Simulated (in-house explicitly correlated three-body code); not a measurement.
# Two electrons around a charge of +3 with a centre of 2 electron masses: exact states

System: two electrons around a charge of +3 with a centre of 2 electron masses. A variational three-body run gives its energies and expectation values.

Program: in-house explicitly correlated three-body code version 1. Level of theory: two electrons, non-relativistic, variational in exponentially correlated functions. These are calculated values, not measurements, unless marked.

### Step 1. Starting point

```
charge of the centre : +3
mass of the centre   : 2 electron masses
interactions         : Coulomb
basis                : 260 functions exp(−a r1 − b r2 − g r12) a state, exponent ranges optimised
units                : hartree and bohr; relativity and QED are left out
```

### Step 2. The run

Settings:

```ini
Z = 3.0
nuclear_mass = 2.0
interaction_strength = 1.0
functions = 260
states_tried = 13
```

On the command line:

```bash
$ python run_hyl.py task.json out
```

What does the calculation give? Wanted: ground-state energy; binding of the second electron; ⟨r12⟩, ⟨cos θ12⟩.

The runs gave:

```
                      quantity                value
           ground-state energy  -4.88370182 hartree
binding of the second electron            51.258 eV
              ⟨r12⟩, ⟨cos θ12⟩   1.187 bohr, 0.0801
```

The second electron is bound by 51.26 eV, and the mean cosine of 0.080 shows the electrons tipped slightly to one side, by the recoil of the light centre. The virial ratio −T/E is 1.0000000, where an exact Coulomb state gives 1. Exchange puts 2 ³S 0.487 eV under 2 ¹S.
